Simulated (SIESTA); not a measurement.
In2GaAs3:

```
In As Ga
1.0
    -2.14018    2.14018    9.06006
     2.14018   -2.14018    9.06006
     2.14018    2.14018   -9.06006
In As Ga
2 3 1
Direct
  0.66324 0.66324 0.00000
  0.33676 0.33676 0.00000
  0.92453 0.42452 0.50000
  0.57547 0.07548 0.50000
  0.25000 0.75000 0.50000
  0.00000 0.00000 0.00000
```

The cell comes from a database or a generator and needn't be the stable form of this composition.

```yaml
Program: SIESTA 5.4.2
Task: single point
Functional: PBEsol
Potentials_or_basis: PseudoDojo 0.4 standard (PBEsol files)
Basis: DZP (energy shift 0.003 Ry; two zetas on semicore shells)
Grid_cutoff: 800 Ry
Energy_shift: 0.003 Ry
k_mesh: 9 × 9 × 9
Occupations: fermi-dirac, width 0.05 eV
Spin: no spin polarisation
```

On this cell: pressure -2.6 GPa; largest force 0.057 eV/Å; band gap on the k mesh none (metal or under the smearing width).

The same run follows on a disturbed copy (atoms moved at random, drawn with an rms of 0.05 Å):

```xyz
6
Lattice="-2.1402 2.1402 9.0601 2.1402 -2.1402 9.0601 2.1402 2.1402 -9.0601" Properties=species:S:1:pos:R:3 pbc="T T T"
In   -0.0694    0.0450   12.0680
In   -0.0001    0.0143    6.0748
As   -0.0176    2.1652    7.6957
As   -0.0168    2.1658    1.2937
As    2.1817   -0.0140    4.5694
Ga    0.0245    0.0240    0.0330
```

Q: What does the disturbed cell give?

A: The energy (extrapolated to zero smearing) moves by +19.7 meV/atom; pressure -2.5 GPa; largest force 1.051 eV/Å; band gap on the k mesh none (metal or under the smearing width).

Forces in eV/Å, atoms in the order of the input:
```
In   0.254 -0.398 -0.633
In   0.325  0.036  0.644
As   0.258 -0.068 -0.130
As  -0.211 -0.006  1.030
As  -0.430  0.433 -0.347
Ga  -0.194  0.002 -0.564
```

Stress tensor (GPa, compression positive):
```
-2.89  0.05  0.41
 0.05 -2.18  0.33
 0.41  0.33 -2.31
```

Caveats: the basis of atomic orbitals isn't converged, which shifts pressures, moduli and gaps.
